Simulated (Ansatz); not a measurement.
# BaZn2F6: the cost of one run

Computed with Ansatz 0.2.0 (DFT PBE, scalar-relativistic, plane waves, PAW, unless a step's input says otherwise).

## Step 1: The starting structure

Symmetry: Fm-3m, No. 225, cubic system. The conventional cell has a = 7.986 Å, b = 7.986 Å, c = 7.986 Å, α = 90.00°, β = 90.00°, γ = 90.00°. Around Ba (site symmetry m-3m) lie 6 F at 1.90 Å. Around Zn (site symmetry -43m) lie 12 F at 2.83 Å. F (site symmetry 4mm) is surrounded by 1 Ba at 1.90 Å.

Coordinates:

```cif
data_structure
_symmetry_space_group_name_H-M 'P 1'
_symmetry_Int_Tables_number 1
_cell_length_a 5.6469
_cell_length_b 5.6469
_cell_length_c 5.6469
_cell_angle_alpha 60.000
_cell_angle_beta 60.000
_cell_angle_gamma 60.000
_cell_volume 127.32
loop_
_atom_site_label
_atom_site_type_symbol
_atom_site_fract_x
_atom_site_fract_y
_atom_site_fract_z
_atom_site_occupancy
Ba1 Ba 0.00000 0.00000 0.00000 1
Zn1 Zn 0.25000 0.25000 0.25000 1
Zn2 Zn 0.75000 0.75000 0.75000 1
F1 F 0.76200 0.23800 0.23800 1
F2 F 0.23800 0.76200 0.23800 1
F3 F 0.23800 0.76200 0.76200 1
F4 F 0.76200 0.23800 0.76200 1
F5 F 0.23800 0.23800 0.76200 1
F6 F 0.76200 0.76200 0.23800 1
```

The cell is invented: species swapped into a database cell of Rb2PdI6 (Fm-3m, No. 225), with Zn on the Rb sites, Ba on the Pd sites and F on the I sites. Lengths come from tabulated atomic sizes and are only a guess.

## Step 2: A first look at the guess

input.yaml

```yaml
crystal:
  lattice:
    - [0.0, 3.99292978, 3.99292978]
    - [3.99292978, 0.0, 3.99292978]
    - [3.99292978, 3.99292978, 0.0]
  atoms:
    - { symbol: Ba, position: [0.0, 0.0, 0.0] }
    - { symbol: Zn, position: [0.25, 0.25, 0.25] }
    - { symbol: Zn, position: [0.75, 0.75, 0.75] }
    - { symbol: F, position: [0.76199999, 0.23800001, 0.23800001] }
    - { symbol: F, position: [0.23800001, 0.76199999, 0.23800001] }
    - { symbol: F, position: [0.23800001, 0.76199999, 0.76199999] }
    - { symbol: F, position: [0.76199999, 0.23800001, 0.76199999] }
    - { symbol: F, position: [0.23800001, 0.23800001, 0.76199999] }
    - { symbol: F, position: [0.76199999, 0.76199999, 0.23800001] }
basis:
  ecutwfc: 420
kpoints:
  mp_grid: { grid: [4, 4, 4] }
hamiltonian:
  xc: pbe
scf:
  occupations: { method: gaussian, width: 0.1 }
  lower_state_search: "off"
output:
  forces: true
  stress: true
  eigenvalues: true
```

Started as:

```bash
> ansatz run input.yaml --threads 1 --pin off --max-ram 2048MiB --backend cpu --events-out ev --progress --plain --runs-dir out
```

Q: Estimate wall time and peak memory on 1 thread of Arm Neoverse V1, shared host.

About 4.9 s, with a peak of 0.39 GiB.
